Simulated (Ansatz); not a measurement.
Relaxation of a periodic cell of 33 atoms, Al (host Al, host structure fcc, interstitial Al), to a largest force component of 0.03 eV/Å in at most 60 steps.

Level of theory: DFT PBE-D3(BJ), scalar-relativistic, plane waves, PAW in Ansatz 0.2.0. Settings: PAW set soft_1, cutoff 420 eV, k mesh 3x3x3, fermi-dirac smearing 0.05 eV, no spin polarisation.

```xyz
33
Lattice="8.1000 0.0000 0.0000 0.0000 8.1000 0.0000 0.0000 0.0000 8.1000" Properties=species:S:1:pos:R:3:forces:R:3
Al 4.050 0.000 0.000 0.00 0.00 0.02
Al 6.075 2.025 0.000 -0.17 -0.17 0.17
Al 6.075 0.000 2.025 -0.02 0.00 0.00
Al 0.000 0.000 0.000 0.00 0.00 0.09
Al 2.025 2.025 0.000 0.17 -0.17 0.17
Al 4.050 4.050 0.000 0.00 0.00 0.09
Al 6.075 6.075 0.000 -0.17 0.17 0.17
Al 2.025 0.000 2.025 0.01 0.00 0.00
Al 4.050 2.025 2.025 0.00 -0.01 0.00
Al 6.075 4.050 2.025 -0.09 0.00 0.00
Al 4.050 0.000 4.050 0.00 0.00 -0.01
Al 6.075 2.025 4.050 -0.17 -0.17 -0.17
Al 6.075 0.000 6.075 -0.09 0.00 0.00
Al 0.000 4.050 0.000 -0.11 -0.01 6.82
Al 2.025 6.075 0.000 0.17 0.17 0.17
Al 0.000 2.025 2.025 0.00 -0.09 0.00
Al 2.025 4.050 2.025 0.09 0.00 0.00
Al 4.050 6.075 2.025 0.00 0.01 0.00
Al 0.000 0.000 4.050 0.00 0.00 -0.09
Al 2.025 2.025 4.050 0.17 -0.17 -0.17
Al 4.050 4.050 4.050 0.00 0.00 -0.09
Al 6.075 6.075 4.050 -0.17 0.17 -0.17
Al 2.025 0.000 6.075 0.09 0.00 0.00
Al 4.050 2.025 6.075 0.00 -0.09 0.00
Al 6.075 4.050 6.075 -6.40 -0.01 0.05
Al 0.000 6.075 2.025 0.00 0.09 0.00
Al 0.000 4.050 4.050 -0.13 -0.02 -7.60
Al 2.025 6.075 4.050 0.17 0.17 -0.17
Al 0.000 2.025 6.075 -0.12 -7.10 0.05
Al 2.025 4.050 6.075 8.10 -0.02 0.06
Al 4.050 6.075 6.075 0.00 0.09 0.00
Al 0.000 6.075 6.075 -0.12 7.31 0.06
Al 0.034 4.054 6.059 -1.24 -0.15 0.57
```

Question: Where does it end, and by what steps?

Answer: It converged. The force dipped under the threshold on the way, but the program's further checks kept it going. Limits of this set-up: coarse k mesh, a small cell, in which the defect meets its images, a typed lattice constant that wasn't relaxed here. After 6 steps the energy has fallen by 8.056 eV; Al30 moved furthest, 0.50 Å. The start is strongly strained (largest force component 8 eV/Å).

```json
{"step": "0", "energy less start (eV)": "0.0000", "largest force component (eV/Å)": "8.100", "accepted": "yes"}
{"step": "1", "energy less start (eV)": "-5.7322", "largest force component (eV/Å)": "3.243", "accepted": "yes"}
{"step": "2", "energy less start (eV)": "-7.7045", "largest force component (eV/Å)": "1.134", "accepted": "yes"}
{"step": "3", "energy less start (eV)": "-8.0541", "largest force component (eV/Å)": "0.036", "accepted": "yes"}
{"step": "4", "energy less start (eV)": "-8.0541", "largest force component (eV/Å)": "0.036", "accepted": "yes"}
{"step": "5", "energy less start (eV)": "-8.0558", "largest force component (eV/Å)": "0.006", "accepted": "yes"}
{"step": "6", "energy less start (eV)": "-8.0559", "largest force component (eV/Å)": "0.004", "accepted": "yes"}
```

```xyz
33
Lattice="8.1000 0.0000 0.0000 0.0000 8.1000 0.0000 0.0000 0.0000 8.1000" Properties=species:S:1:pos:R:3
Al 4.043 -0.001 0.041
Al 6.087 2.035 -0.011
Al 6.033 -0.001 2.030
Al 0.002 0.002 0.121
Al 2.004 2.049 -0.025
Al 4.060 4.050 0.122
Al 6.090 6.063 -0.014
Al 2.061 -0.001 2.030
Al 4.043 1.985 2.030
Al 5.952 4.050 2.019
Al 4.043 -0.001 4.013
Al 6.096 2.044 4.067
Al 5.952 0.002 6.074
Al -0.013 4.047 0.441
Al 2.002 6.049 -0.027
Al 0.002 1.906 2.019
Al 2.139 4.050 2.019
Al 4.043 6.114 2.030
Al 0.002 0.002 3.935
Al 1.996 2.057 4.081
Al 4.060 4.050 3.934
Al 6.098 6.055 4.069
Al 2.139 0.002 6.074
Al 4.060 1.905 6.074
Al 5.647 4.047 6.083
Al 0.002 6.193 2.019
Al -0.013 4.047 3.563
Al 1.993 6.041 4.083
Al -0.013 1.568 6.083
Al 2.526 4.047 6.083
Al 4.060 6.193 6.074
Al -0.013 6.546 6.083
Al 0.051 4.060 6.043
```

Whether the end is a true minimum wasn't checked by a vibrational analysis.

Time of the run: 88 s on 4 threads of Arm Neoverse V2, with other jobs on the host, peak memory 1.4 GiB.
